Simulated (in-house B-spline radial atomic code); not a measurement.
# K⁷⁺: ionisation energy by several methods

Aim: the ionisation energy of K⁷⁺ by several methods, each as the difference of two self-consistent energies (K⁷⁺ and the next ion, [Ne] 3s1).

Program: in-house B-spline radial atomic code version 1. Level of theory: non-relativistic, several functionals, spin-polarised; spherical all-electron atom at the radial basis limit. These are calculated values, not measurements, unless marked.

### 1 The atom as given

- element: potassium (Z = 19)
- charge: +7
- electrons: 12
- configuration: [Ne] 3s2
- nucleus: point

Outer shells as boxes (Hund's rule):

[Ne] 3s2
```
[Ne] core
3s [↑↓]
```

Where spins are not typed, each open shell is filled with up spins first.

### 2 OLYP

Input settings:

```ini
Z = 19
electrons = 12.0
configuration = [Ne] 3s2
hamiltonian = nr
method = optx,lyp
spin_polarised = True
```

### 3 revTPSS

Input settings:

```ini
Z = 19
electrons = 12.0
configuration = [Ne] 3s2
hamiltonian = nr
method = revtpss,revtpss
spin_polarised = True
```

### 4 TPSSh

Input settings:

```ini
Z = 19
electrons = 12.0
configuration = [Ne] 3s2
hamiltonian = nr
method = tpssh
spin_polarised = True
```

### 5 M06-2X

Input settings:

```ini
Z = 19
electrons = 12.0
configuration = [Ne] 3s2
hamiltonian = nr
method = m062x
spin_polarised = True
```

### 6 BHandHLYP

Input settings:

```ini
Z = 19
electrons = 12.0
configuration = [Ne] 3s2
hamiltonian = nr
method = bhandhlyp
spin_polarised = True
```

### 7 PBEsol

Input settings:

```ini
Z = 19
electrons = 12.0
configuration = [Ne] 3s2
hamiltonian = nr
method = pbesol
spin_polarised = True
```

### 8 LDA (VWN5)

Input settings:

```ini
Z = 19
electrons = 12.0
configuration = [Ne] 3s2
hamiltonian = nr
method = lda,vwn
spin_polarised = True
```

### 9 M06-L

Input settings:

```ini
Z = 19
electrons = 12.0
configuration = [Ne] 3s2
hamiltonian = nr
method = m06l
spin_polarised = True
```

### 10 PBE

Input settings:

```ini
Z = 19
electrons = 12.0
configuration = [Ne] 3s2
hamiltonian = nr
method = pbe,pbe
spin_polarised = True
```

### 11 B97-1

Input settings:

```ini
Z = 19
electrons = 12.0
configuration = [Ne] 3s2
hamiltonian = nr
method = b97_1
spin_polarised = True
```

The tabulated ionisation energy is 154.87 ± 0.05 eV (semi-empirical; NIST Atomic Spectra Database). What does each method give, and which comes nearest?

**Answer**, as computed:

| method | rung | total energy (hartree) | ΔSCF (eV) | −ε highest (eV) | ΔSCF less tabulated (eV) |
| --- | --- | --- | --- | --- | --- |
| LDA (VWN5) | LDA | -581.9460 | 154.32 | 145.36 (3s up) | -0.55 |
| OLYP | GGA | -583.7356 | 153.84 | 145.04 (3s up) | -1.03 |
| PBEsol | GGA | -582.7046 | 153.90 | 145.12 (3s up) | -0.97 |
| PBE | GGA | -583.4810 | 154.28 | 145.24 (3s up) | -0.59 |
| revTPSS | meta-GGA | -583.5085 | 153.66 | 145.36 (3s up) | -1.21 |
| M06-L | meta-GGA | -583.6967 | 153.73 | 145.36 (3s up) | -1.14 |
| TPSSh | global hybrid | -583.6963 | 153.78 | 146.16 (3s up) | -1.09 |
| M06-2X | global hybrid | -583.7049 | 154.51 | 149.68 (3s up) | -0.36 |
| BHandHLYP | global hybrid | -583.7213 | 153.91 | 149.33 (3s up) | -0.96 |
| B97-1 | global hybrid | -583.6477 | 154.35 | 146.91 (3s up) | -0.52 |

What this shows: Tables give 154.87 ± 0.05 eV (semi-empirical; NIST Atomic Spectra Database) for the ionisation energy. M06-2X misses by -0.36 eV, the least, and revTPSS by -1.21 eV (0.78 %), the most. Mean absolute error by rung (exchange-only levels left out): LDA 0.55 eV, GGA 0.86 eV, meta-GGA 1.18 eV, global hybrid 0.73 eV. These runs lack relativity altogether, which can outweigh the gaps between the methods, so the nearest may be so by luck. PBE is off by -0.59 eV. For the semilocal functionals minus the highest level recovers only 94 to 95 % of their own ΔSCF value, a mark of self-interaction.
